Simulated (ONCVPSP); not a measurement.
# F: the cost of one run

Method: ONCVPSP 4.0.1.1 (patched build), PBE, scalar-relativistic.

## (1) Settings

Typed settings, in words:

```json
{
 "element": "fluorine (F, Z = 9)",
 "type": "optimised norm-conserving Vanderbilt (ONCV)",
 "frozen core": "[He]",
 "valence charge": "7",
 "reference configuration": "2s2 2p5",
 "partial waves": "2s: rc 0.85 bohr, ncon 4, nbas 7, qcut 6.6 1/bohr, 1 projector; 2p: rc 1.90 bohr, ncon 5, nbas 10, qcut 7.8 1/bohr, 1 projector; d scattering state at 0.03 Ha: rc 1.55 bohr, ncon 4, nbas 7, qcut 7.1 1/bohr, 2 projectors, debl 1.6 Ha",
 "local potential": "polynomial inside 0.75 bohr (lpopt 5, dvloc0 6 Ha)",
 "core correction": "Teter function, fcfact 4.5, rcfact 1.3"
}
```

An earlier all-electron run gives the scale for the radii.

All-electron outer shells of the reference configuration (PBE, scalar-relativistic, ld1.x):

```tsv
shell	level (eV)	outermost node (bohr)	outermost maximum (bohr)
1s	-663.37	–	0.11
2s	-29.90	0.24	0.76
2p	-11.11	–	0.71
```

## (2) Generation

F.dat reads:

```
# ATOM AND REFERENCE CONFIGURATION
# atsym  z   nc   nv     iexc    psfile
  F 9.00    1    2        4      upf
#
#   n    l    f
    1    0    2.00
    2    0    2.00
    2    1    5.00
#
# PSEUDOPOTENTIAL AND OPTIMIZATION
# lmax
    2
#
#   l,   rc,      ep,       ncon, nbas, qcut
    0    0.85    0.00    4    7    6.60
    1    1.90    0.00    5   10    7.80
    2    1.55    0.03    4    7    7.10
#
# LOCAL POTENTIAL
# lloc, lpopt,  rc(5),   dvloc0
    4    5    0.75    6.00
#
# VANDERBILT-KLEINMAN-BYLANDER PROJECTORs
# l, nproj, debl
    0    1    2.30
    1    1    3.00
    2    2    1.60
#
# MODEL CORE CHARGE
# icmod, fcfact, rcfact
    3    4.50    1.30
#
# LOG DERIVATIVE ANALYSIS
# epsh1, epsh2, depsh
   -3.00    5.00    0.02
#
# OUTPUT GRID
# rlmax, drl
    6.00    0.01
#
# TEST CONFIGURATIONS
# ncnf
    4
# nvcnf
#   n    l    f
    2
    2    0    2.00
    2    1    4.00
#
    2
    2    0    2.00
    2    1    3.00
#
    2
    2    0    2.00
    2    1    2.00
#
    2
    2    0    2.00
    2    1    4.50
#
```

Started as:

```bash
$ oncvpsp.x < F.dat > F.out
```

**Question.** How long does this run take on 1 thread of Neoverse-N1, shared host?

About 3 s.
